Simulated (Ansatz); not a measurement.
# NbRh: the cost of one run

Program: Ansatz 0.2.0. Level of theory: DFT r2SCAN, scalar-relativistic, plane waves, PAW. These are calculated values, not measurements.

**1. Starting point**

It takes space group P4/mmm (No. 123, tetragonal). The conventional cell has a = 2.842 Å, b = 2.842 Å, c = 3.809 Å, α = 90.00°, β = 90.00°, γ = 90.00°. Nb (site symmetry 4/mmm) is surrounded by 8 Rh at 2.77 Å and 4 Nb at 2.84 Å. Rh (site symmetry 4/mmm) has 8 Nb at 2.77 Å and 4 Rh at 2.84 Å in its first shell of neighbours.

Coordinates:

```
Nb Rh
1.0
     2.84200    0.00000    0.00000
     0.00000    2.84200    0.00000
     0.00000    0.00000    3.80900
Nb Rh
1 1
Direct
  0.00000 0.00000 0.00000
  0.50000 0.50000 0.50000
```

The cell is taken as given, not relaxed at this level.

**2. The reference cell**

Reference values: F = -10979.8063 eV; pressure 3.98 GPa; largest force 0.000 eV/Å; gap on the mesh none (metal). It was computed beforehand with the settings of the runs below.

**3. Setting up a two-dimensional strain map**

The cell is strained by p along both x and y and by q along z, with fractional coordinates fixed.

**4. p = -0.080, q = -0.080**

The input, input.yaml:

```yaml
crystal:
  lattice:
    - [2.61464, 0.0, 0.0]
    - [0.0, 2.61464, 0.0]
    - [0.0, 0.0, 3.50428]
  atoms:
    - { symbol: Nb, position: [0.0, 0.0, 0.0] }
    - { symbol: Rh, position: [0.5, 0.5, 0.5] }
basis:
  ecutwfc: 500
kpoints:
  mp_grid: { grid: [16, 16, 12] }
hamiltonian:
  xc: r2scan
scf:
  occupations: { method: gaussian, width: 0.15 }
output:
  forces: true
  stress: true
  eigenvalues: true
```

Launch:

```
$ ansatz run input.yaml --threads 1 --pin off --max-ram 2560MiB --backend cpu --events-out ev --progress --plain --runs-dir out
```

**Question.** How long does this run take on 1 thread of Arm Neoverse V1, shared host, and how much memory does it need?

About 22 s, with a peak of 0.47 GiB.
